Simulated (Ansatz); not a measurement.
Predict the output of the script below (the Ansatz DFT code, driven from Python).

`ash3_ts.py`
```python
"""Inversion barrier of AsH3: minimum and transition state."""

import itertools

import ansatz as az
from ase.data import atomic_numbers, covalent_radii
import numpy as np

GEOMETRY = """
As   -0.22182    0.50373   -0.35727
H     0.33966    0.59413    1.02703
H    -1.01983   -0.68904    0.06761
H     0.90199   -0.40881   -0.73737
"""


def main() -> None:
    mol = az.Crystal.molecule()
    for line in GEOMETRY.strip().splitlines():
        symbol, *xyz = line.split()
        mol = mol.atom(symbol, [float(v) for v in xyz])

    job = mol.calculation()
    job = job.basis(gaussian="def2-TZVP").functional("pbe0")
    symbols = [site.symbol for site in mol.cartesian_sites]
    start = np.array([site.position_ang for site in mol.cartesian_sites], dtype=float)
    r = job.relax(force_tolerance=0.005, max_steps=100).run(threads=1, pin="off").report
    end = np.array(r["positions_ang"])

    # start with the apex atom pushed most of the way into the plane of its neighbours
    a, b, d = end[[1, 2, 3]]
    normal = np.cross(b - a, d - a)
    normal /= np.linalg.norm(normal)
    flat = end.copy()
    flat[0] -= 0.8 * ((end[0] - a) @ normal) * normal
    guess = np.zeros_like(flat)
    guess[0] = normal
    near = az.Crystal.molecule()
    for symbol, place in zip(symbols, flat):
        near = near.atom(symbol, place.tolist())
    search = near.calculation()
    search = search.basis(gaussian="def2-TZVP").functional("pbe0")
    search = search.saddle(mode_guess=guess.tolist(), force_tolerance=0.01, max_steps=40)
    steps = []
    top = search.session().plan().execute(on_event=lambda e: steps.append(e["data"]) if e["event"] == "saddle_step" else None).report
    for s in steps:
        print(f"step {s['step']:2d}  E = {s['lagrangian_ev']:.5f} eV  force {s['allowed_force_max_ev_ang']:.4f} eV/A  curvature {s['curvature_ev_ang2']:.3f} eV/A^2")
    print(f"minimum {r['free_energy_ev']:.5f} eV, saddle {top['free_energy_ev']:.5f} eV")
    print(f"electronic barrier {96.485332 * (top['free_energy_ev'] - r['free_energy_ev']):.2f} kJ/mol")
    saddle = np.array(top["positions_ang"])
    # pairs closer than 1.2 times the sum of covalent radii, before or after
    radius = [covalent_radii[atomic_numbers[s]] for s in symbols]
    span = lambda where, i, j: np.linalg.norm(where[i] - where[j])
    bonded = [(i, j) for i, j in itertools.combinations(range(len(symbols)), 2) if min(span(end, i, j), span(saddle, i, j)) < 1.2 * (radius[i] + radius[j])]
    print("pair        before    after (A)")
    for i, j in bonded:
        print(f"{symbols[i]}{i}-{symbols[j]}{j}".ljust(10), f"{span(end, i, j):8.4f} {span(saddle, i, j):8.4f}")


if __name__ == "__main__":
    main()
```

```console
$ python ash3_ts.py
step  1  E = -60879.08916 eV  force 5.9183 eV/A  curvature -31.261 eV/A^2
step  2  E = -60880.09443 eV  force 3.0472 eV/A  curvature -25.193 eV/A^2
step  3  E = -60880.63874 eV  force 0.9336 eV/A  curvature -17.829 eV/A^2
step  4  E = -60880.65140 eV  force 0.2768 eV/A  curvature -17.197 eV/A^2
step  5  E = -60880.64665 eV  force 0.0210 eV/A  curvature -17.186 eV/A^2
step  6  E = -60880.64669 eV  force 0.0034 eV/A  curvature -17.146 eV/A^2
minimum -60882.34399 eV, saddle -60880.64671 eV
electronic barrier 163.76 kJ/mol
pair        before    after (A)
As0-H1       1.5217   1.4683
As0-H2       1.5217   1.4683
As0-H3       1.5217   1.4683
```

Total energies depend on the basis set; only differences at equal settings carry meaning. The energies are electronic: no zero-point or thermal terms, and the basis set is short of its limit. No separate frequency run checks the order of the saddle point. Finished in 21 s on 1 thread of AMD EPYC 9B14 (Zen 4) (shared host), peak memory 0.2 GiB.
